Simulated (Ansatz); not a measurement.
# CH9GeNSi: one species, many methods

One table from this session's results is given with a row withheld; the runs are named, their logs left out.

Method: functionals in def2-TZVPP, the program's frozen cores in correlated methods; program: Ansatz 0.2.0, Gaussian basis.

Plan: PBE-D4, r2SCAN-D4, PBE0-D4, B3LYP-D4, ωB97X-V, ωB97M-V, B2PLYP; CCSD(T)/def2-TZVPP; MP2/def2-QZVPP; extrapolation to the limit.

### The geometry

The geometry comes from an earlier relaxation with PBE0-D4 in a triple-zeta def2 set; it is a stationary point, not always the lowest conformer.

SMILES `NC[SiH2][GeH3]`, 13 atoms, charge 0, spin multiplicity 1.

Atoms are counted from 1 here; the program's logs count them from 0.

Bond lengths: N1–C2 1.457 Å, N1–H5 1.012 Å, N1–H6 1.012 Å, C2–Si3 1.889 Å, C2–H7 1.102 Å, C2–H8 1.095 Å, Si3–Ge4 2.382 Å, Si3–H9 1.487 Å, Si3–H10 1.490 Å, Ge4–H11 1.540 Å, Ge4–H12 1.538 Å, Ge4–H13 1.541 Å. Angles: C2–N1–H5 111.3°, C2–N1–H6 111.3°, H5–N1–H6 107.1°, N1–C2–Si3 110.7°, N1–C2–H7 115.1°, N1–C2–H8 108.7°, Si3–C2–H7 109.2°, Si3–C2–H8 106.5°, H7–C2–H8 106.3°, C2–Si3–Ge4 110.6°, C2–Si3–H9 110.5°, C2–Si3–H10 109.4°, Ge4–Si3–H9 109.2°, Ge4–Si3–H10 108.4°, H9–Si3–H10 108.7°, Si3–Ge4–H11 110.8°, Si3–Ge4–H12 111.7°, Si3–Ge4–H13 111.3° and more.

Set-up of the first run:

The input, in.yaml:

```yaml
crystal:
  periodic: [false, false, false]
  atoms:
    - {symbol: N, position_ang: [-1.662891, 0.857619, -0.528440]}
    - {symbol: C, position_ang: [-1.301072, -0.550574, -0.435286]}
    - {symbol: Si, position_ang: [0.561450, -0.775585, -0.652848]}
    - {symbol: Ge, position_ang: [1.753644, 0.466533, 0.993120]}
    - {symbol: H, position_ang: [-2.664347, 0.984932, -0.454532]}
    - {symbol: H, position_ang: [-1.238359, 1.396109, 0.215871]}
    - {symbol: H, position_ang: [-1.620516, -1.055787, 0.490251]}
    - {symbol: H, position_ang: [-1.777889, -1.091118, -1.260199]}
    - {symbol: H, position_ang: [0.985704, -0.326806, -2.005604]}
    - {symbol: H, position_ang: [0.906619, -2.217046, -0.496823]}
    - {symbol: H, position_ang: [1.482346, -0.092828, 2.402538]}
    - {symbol: H, position_ang: [3.271185, 0.422909, 0.749875]}
    - {symbol: H, position_ang: [1.324527, 1.946942, 0.996878]}
basis:
  gaussian: {orbitals: def2-TZVPP}
hamiltonian: {xc: pbe, dispersion: d4}
output: {forces: true, orbitals: {seedname: orbitals}}
```

The run is started by

```sh
> ansatz run in.yaml --threads 4 --pin off --events-out ev --progress --plain --max-ram 10444MiB
```

Steps of the session up to this table: PBE-D4 (GGA); r2SCAN-D4 (meta-GGA); PBE0-D4 (hybrid); B3LYP-D4 (hybrid); ωB97X-V (range-separated); ωB97M-V (range-separated); B2PLYP (double hybrid); CCSD(T) in def2-TZVPP; MP2 in def2-QZVPP.

One of the session's tables, all rows but one given; the rest of the session is left out.

```
            method  atomisation energy (kJ/mol)
            PBE-D4                       4100.9
         r2SCAN-D4                       4077.3
           PBE0-D4                       4063.0
          B3LYP-D4                       4088.2
           ωB97X-V                            ?
           ωB97M-V                       4085.4
            B2PLYP                       4030.4
     HF/def2-TZVPP                       2957.2
    MP2/def2-TZVPP                       3975.1
   CCSD/def2-TZVPP                       3949.3
CCSD(T)/def2-TZVPP                       3995.4
           MP2/CBS                       4074.8
       CCSD(T)/CBS                       4095.2
```

Q: Estimate the row for ωB97X-V from the others.

**Answer.** atomisation energy (kJ/mol): 4115.5. In the column «atomisation energy (kJ/mol)» it is the highest.
